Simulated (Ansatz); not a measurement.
# BeZn2Se3: the cost of one run

Method: DFT PBE, scalar-relativistic, plane waves, PAW, in Ansatz 0.2.0.

### 1 The structure to begin with

The structure is hexagonal, space group P6/mmm (No. 191). Conventional cell: a = 4.640 Å, b = 4.640 Å, c = 7.732 Å, α = 90.00°, β = 90.00°, γ = 120.00°. Around Be (site symmetry 6/mmm) lie 2 Zn at 1.77 Å. Zn (site symmetry 6mm) is surrounded by 1 Be at 1.77 Å and 1 Se at 2.09 Å. Se (site symmetry -6m2) has 3 Se at 2.68 Å and 3 Be at 2.68 Å as nearest neighbours. Around Se (site symmetry 6/mmm) lie 2 Zn at 2.09 Å.

Structure file:

```xyz
6
Lattice="4.6402 0.0000 0.0000 -2.3201 4.0186 0.0000 0.0000 0.0000 7.7323" Properties=species:S:1:pos:R:3 pbc="T T T"
Be    0.0000    0.0000    0.0000
Zn    0.0000    0.0000    1.7726
Zn    0.0000    0.0000    5.9597
Se    0.0000    2.6790    0.0000
Se    2.3201    1.3395    0.0000
Se    0.0000    0.0000    3.8661
```

A structure generator made this guess: random cell by space group and Wyckoff sites (P6/mmm, No. 191). Lengths come from tabulated atomic sizes and are only a guess.

### 2 The guess as it stands, on a coarse mesh

input.yaml

```yaml
crystal:
  lattice:
    - [4.64023265, 0.0, 0.0]
    - [-2.32011632, 4.01855935, 0.0]
    - [0.0, 0.0, 7.73228963]
  atoms:
    - { symbol: Be, position: [0.0, 0.0, 0.0] }
    - { symbol: Zn, position: [0.0, 0.0, 0.22924823] }
    - { symbol: Zn, position: [0.0, 0.0, 0.77075177] }
    - { symbol: Se, position: [0.33333333, 0.66666667, 0.0] }
    - { symbol: Se, position: [0.66666667, 0.33333333, 0.0] }
    - { symbol: Se, position: [0.0, 0.0, 0.5] }
basis:
  ecutwfc: 420
kpoints:
  mp_grid: { grid: [6, 6, 2] }
hamiltonian:
  xc: pbe
scf:
  occupations: { method: gaussian, width: 0.1 }
  lower_state_search: "off"
output:
  forces: true
  stress: true
  eigenvalues: true
```

Started as:

```sh
$ ansatz run input.yaml --threads 1 --pin off --max-ram 2560MiB --backend cpu --events-out ev --progress --plain --runs-dir out
```

**Question.** How long does this run take on 1 thread of Intel Xeon at 2.70GHz, shared host, and how much memory does it need?

About 5.5 s, with a peak of 0.45 GiB.
